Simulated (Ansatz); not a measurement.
# C₃H₁₀HfOS₃: up Jacob's ladder to CCSD(T)

One table from this session's results is given with a row withheld; the runs are named, their logs left out.

Computed with Ansatz 0.2.0, Gaussian basis. Level: functionals in def2-TZVPP, the program's frozen cores in correlated methods.

Plan: LDA (SPW92), PBE-D4, revPBE-D4, BLYP-D4, r2SCAN-D4, B97M-V, PBE0-D4, B3LYP-D4, r2SCANh-D4, r2SCAN0-D4, HSE06-D4, BHLYP-D4, CAM-B3LYP-D4, LC-ωPBE, ωB97X-V, ωB97M-V, B2PLYP, PBE-QIDH; CCSD(T)/def2-SVP; CCSD(T)/def2-TZVPP; MP2/def2-QZVPP; extrapolation to the limit; RPA on PBE.

## The relaxed structure

The geometry comes from an earlier relaxation with PBE0-D4 in a triple-zeta def2 set; it is a stationary point, not always the lowest conformer. Hf takes the def2 core potential; no spin-orbit term is included.

SMILES `C[S][Hf]([OH])([S]C)[S]C`, 18 atoms, charge 0, spin multiplicity 1.

Atoms are counted from 1 here; the program's logs count them from 0.

Bond lengths: C1–S2 1.828 Å, C1–H9 1.093 Å, C1–H10 1.089 Å, C1–H11 1.089 Å, S2–Hf3 2.423 Å, Hf3–O4 1.913 Å, Hf3–S5 2.422 Å, Hf3–S7 2.422 Å, O4–H12 0.951 Å, S5–C6 1.828 Å, C6–H13 1.089 Å, C6–H14 1.089 Å, C6–H15 1.094 Å, S7–C8 1.828 Å, C8–H16 1.094 Å, C8–H17 1.089 Å, C8–H18 1.089 Å. Angles: S2–C1–H9 113.1°, S2–C1–H10 108.1°, S2–C1–H11 109.4°, H9–C1–H10 107.8°, H9–C1–H11 108.7°, H10–C1–H11 109.7°, C1–S2–Hf3 95.6°, S2–Hf3–O4 110.6°, S2–Hf3–S5 108.2°, S2–Hf3–S7 108.1°, O4–Hf3–S5 110.9°, O4–Hf3–S7 110.9°, S5–Hf3–S7 108.0°, Hf3–O4–H12 177.2°, Hf3–S5–C6 95.1°, S5–C6–H13 108.1°, S5–C6–H14 109.4°, S5–C6–H15 113.1° and more.

Set-up of the first run:

Contents of in.yaml:

```yaml
crystal:
  periodic: [false, false, false]
  atoms:
    - {symbol: C, position_ang: [2.372977, -1.170164, -1.743349]}
    - {symbol: S, position_ang: [2.281678, -1.191113, 0.082276]}
    - {symbol: Hf, position_ang: [0.258610, 0.133616, 0.232814]}
    - {symbol: O, position_ang: [-1.064343, -0.515325, -0.987102]}
    - {symbol: S, position_ang: [0.826644, 2.437679, -0.252959]}
    - {symbol: C, position_ang: [-0.904769, 3.014100, -0.360753]}
    - {symbol: S, position_ang: [-0.542393, 0.026596, 2.516412]}
    - {symbol: C, position_ang: [-1.139555, -1.697429, 2.401943]}
    - {symbol: H, position_ang: [1.676029, -0.461822, -2.199179]}
    - {symbol: H, position_ang: [3.381661, -0.874220, -2.028562]}
    - {symbol: H, position_ang: [2.160263, -2.166578, -2.127777]}
    - {symbol: H, position_ang: [-1.752346, -0.809042, -1.574351]}
    - {symbol: H, position_ang: [-1.011267, 3.889727, 0.278280]}
    - {symbol: H, position_ang: [-1.134272, 3.281151, -1.391342]}
    - {symbol: H, position_ang: [-1.627748, 2.266153, -0.022841]}
    - {symbol: H, position_ang: [-0.830010, -2.198722, 1.480596]}
    - {symbol: H, position_ang: [-0.723968, -2.256690, 3.239141]}
    - {symbol: H, position_ang: [-2.227202, -1.707886, 2.456763]}
basis:
  gaussian: {orbitals: def2-TZVPP}
hamiltonian: {xc: lda}
output: {orbitals: {seedname: orbitals}}
```

Launch:

```sh
> ansatz run in.yaml --threads 4 --pin off --events-out ev --progress --plain --max-ram 46080MiB --backend cuda --devices 0, --max-vram 37GiB
```

Steps of the session up to this table: LDA; PBE-D4 (GGA); revPBE-D4 (GGA); BLYP-D4 (GGA); r2SCAN-D4 (meta-GGA); B97M-V (meta-GGA); PBE0-D4 (hybrid); B3LYP-D4 (hybrid); r2SCANh-D4 (hybrid); r2SCAN0-D4 (hybrid); HSE06-D4 (hybrid); BHLYP-D4 (hybrid); CAM-B3LYP-D4 (range-separated); LC-ωPBE (range-separated); ωB97X-V (range-separated); ωB97M-V (range-separated); B2PLYP (double hybrid); PBE-QIDH (double hybrid).

One table of the session follows, with a row left open; its other results are not shown here.

It belongs to the step «Orbital energies across the functionals». 

```
  functional  HOMO (eV)  gap (eV)
 LDA (SPW92)      -5.90      3.79
      PBE-D4      -5.77      3.88
   revPBE-D4      -5.72      3.91
     BLYP-D4      -5.61      3.86
   r2SCAN-D4          ?         ?
      B97M-V      -6.12      4.42
     PBE0-D4      -6.94      5.85
    B3LYP-D4      -6.70      5.42
  r2SCANh-D4      -6.46      5.03
  r2SCAN0-D4      -7.11      6.13
    HSE06-D4      -6.54      5.08
    BHLYP-D4      -7.97      7.84
CAM-B3LYP-D4      -8.23      8.21
     LC-ωPBE      -9.61     10.68
     ωB97X-V      -9.26     10.25
     ωB97M-V      -9.10      9.96
```

Q: Estimate the row for r2SCAN-D4 from the others.

Worked estimate for «HOMO (eV)». Against the share of exact exchange, r2SCANh-D4 (0.1, -6.46), r2SCAN0-D4 (0.25, -7.11) give a slope of -4.33 per unit share; at 0 the line stands at -6.03.

**Answer.** HOMO (eV): -6.03; gap (eV): 4.31. In «HOMO (eV)» the line misses by 0.00.
